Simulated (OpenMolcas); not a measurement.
**Ce³⁺ among point charges: CASSCF and CASPT2 levels and susceptibility**

Aim: the splitting of the states of Ce³⁺ in the field of 6 point charges, its lowest levels with spin-orbit coupling and its magnetic susceptibility.

The numbers are computed with OpenMolcas 26.06 (state-averaged CASSCF and CASPT2, spin-orbit coupling by RASSI with atomic mean-field integrals), except any that are marked as measured or tabulated.

### 1 What is computed

| Property | Result |
| --- | --- |
| Species | Ce³⁺ (cerium, Z = 58, 55 electrons) |
| Basis | ANO-RCC-VDZP [7s6p4d2f1g], 68 functions |
| Scalar Hamiltonian | DKH2, point nucleus |
| Inactive shells | 1s 2s 2p 3s 3p 3d 4s 4p 4d 5s 5p |
| Active space | 1 electron in 7 orbitals (4f) |
| Some configurations of this space | 4f |
| Orbitals | optimised for the highest spin of each parity, averaged over all roots |

Outer shells as boxes (Hund's rule):

4f
```
4f [↑ ][  ][  ][  ][  ][  ][  ]
```

The ion sits among 6 point charges of -0.5 e arranged as a trigonal antiprism (D3d), 2.63 Å from the ion, with a polar angle of 56.4° against the regular 54.74°.

The work runs as a chain of OpenMolcas steps in one folder; each step below is one input file. Labels, J, g values, rates, χT and fits are worked out afterwards by a script from the matrices that RASSI stores. The input lists half of the charges; inversion (Group=XYZ) makes the rest.

### 2 Basis and integrals

Input file a.inp:

```
&GATEWAY
Coord
1

Ce 0.0 0.0 0.0
Basis=ANO-RCC-VDZP
Group=XYZ
NoMove
AngMom=0.0 0.0 0.0
AMFI
XField
3 Angstrom 0
0.000000 2.190016 1.456273 -0.500000
1.896609 -1.095008 1.456273 -0.500000
1.896609 1.095008 -1.456273 -0.500000
&SEWARD
```

Run with:

```
OMP_NUM_THREADS=1 MOLCAS_MEM=2252 MOLCAS_PROJECT=a pymolcas a.inp > a.log
```

### 3 Reference wave functions, doublets of odd parity, 7 roots

Input file a.inp:

```
&RASSCF
FileOrb=start.orb
Symmetry=2
Spin=2
nActEl=1 0 0
Inactive=15 12
Ras2=0 7
CIRoot=7 7 1
SDav=7
CIMx=300
Iter=120 100
PrWF=0.3
OrbListing=Nothing
MaxOrb=0
>>> COPY $Project.JobIph JOB001
```

start.orb holds the contracted functions of the basis, ordered by shell, or the orbitals of the step before.

### 4 State interaction with spin-orbit coupling

Input file a.inp:

```
&RASSI
NrOfJobIphs=1 7
1 2 3 4 5 6 7
IphNames
JOB001
EJob
SpinOrbit
DIPRint=1.0
SOCoupling=1000.0
Subsets=2
Property=9
'ANGMOM' 1 'ANGMOM' 2 'ANGMOM' 3 'MLTPL  1' 1 'MLTPL  1' 2 'MLTPL  1' 3
'AMFI' 1 'AMFI' 2 'AMFI' 3
SOProperty=3
'ANGMOM' 1 'ANGMOM' 2 'ANGMOM' 3
```

### 5 CASPT2: IPEA 0.25, imaginary shift 0.1 (closed shells correlated: 5s 5p)

Input file a.inp:

```
>>> COPY JOB001 $Project.JobIph
&CASPT2
Multistate=7 1 2 3 4 5 6 7
NoMult
Frozen=14 9
IPEA=0.25
Imaginary=0.1
MaxIter=60
WThr=0.0 0.3 0.05
PrWF=0.5
NoMix
```

(Steps that only read results are left out.)

Before running it: what results should come out? Wanted: spin-free ground state; first state of the same spin within the active space; lowest level; next level.

As calculated:

```
                                            quantity                                                                        value
                                              method  SS-CASPT2, IPEA 0.25, imaginary shift 0.1 (closed shells correlated: 5s 5p)
                              spin-free ground state                                               2E, 2-fold in its orbital part
first state of the same spin within the active space                                                             2A2 at 17.7 cm⁻¹
                                        lowest level                                            2-fold E1/2, g = 0.22, 2.25, 2.25
                                          next level                                                                   113.6 cm⁻¹
                                         χT at 300 K                                                               0.79 cm³ K/mol
                           effective moment at 300 K                                                                      2.51 μB
```

Cost by method:

```csv
method,time of its own steps,time with the reference
A. CASSCF,2.2 s,2.2 s
"B. SS-CASPT2, IPEA 0.25, imaginary shift 0.1, +5s 5p",1.4 s,3.6 s
```

Times are of one thread on a shared host.

In words: The spin-free ground state (2E) comes to 100 % from free-ion F terms and keeps the highest spin of the shell. CASPT2 does not keep the components of a term degenerate, and the means are used. This is an electrostatic model: the charges have no orbitals.
